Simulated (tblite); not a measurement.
# C2H10AsNSi2: the cost of one run

Computed with tblite 0.8.0 and PySCF 2.14.0, with density-fitted response routines of our own, on a single molecule in the gas phase. Atoms are numbered from 0 throughout.

### Step 1. The starting structure

16 atoms, charge 0, multiplicity 1; geometry from: force field or distance geometry start.

Bonds of the start (Å): C0–N1 1.45, N1–C2 1.49, C2–Si3 1.87, Si3–As4 2.31, Si3–Si5 2.17, Si5–N1 1.80, C0–H6 1.12, C0–H7 1.12, C0–H8 1.11, C2–H9 1.11, C2–H10 1.11, Si3–H11 1.48, As4–H12 1.57, As4–H13 1.56, Si5–H14 1.48, Si5–H15 1.48.

### Step 2. Geometry optimisation with GFN2-xTB

What the job is given:

```
{"job": {"kind": "relax", "xc": "GFN2-xTB", "basis": "xTB"}, "charge": 0, "multiplicity": 1}
C     -1.847400     0.603300    -0.564700
N     -1.250900    -0.597400    -0.004100
C     -0.140000    -1.113000    -0.853100
Si     1.380400    -0.864700     0.210000
As     2.710500     0.870800    -0.529100
Si    -0.265000    -0.166900     1.443800
H     -2.396100     0.346200    -1.501500
H     -1.091000     1.391700    -0.794900
H     -2.595300     1.021100     0.148700
H     -0.046300    -0.559300    -1.813500
H     -0.305300    -2.191900    -1.059400
H      2.024500    -2.119000     0.662900
H      3.085200     1.284800     0.933900
H      1.505500     1.860800    -0.576800
H     -0.221200     1.293100     1.691500
H     -0.555100    -1.050600     2.595000
```

Run with:

```sh
$ OMP_NUM_THREADS=1 python probes_run.py task.json out
```

One launch serves the whole session: the jobs run in the order shown.

**Question.** How long does this first job take on 1 thread of Intel Xeon at 2.50GHz, shared host, and how much memory does it need?

About 3.8 s, with a peak of 0.18 GiB.
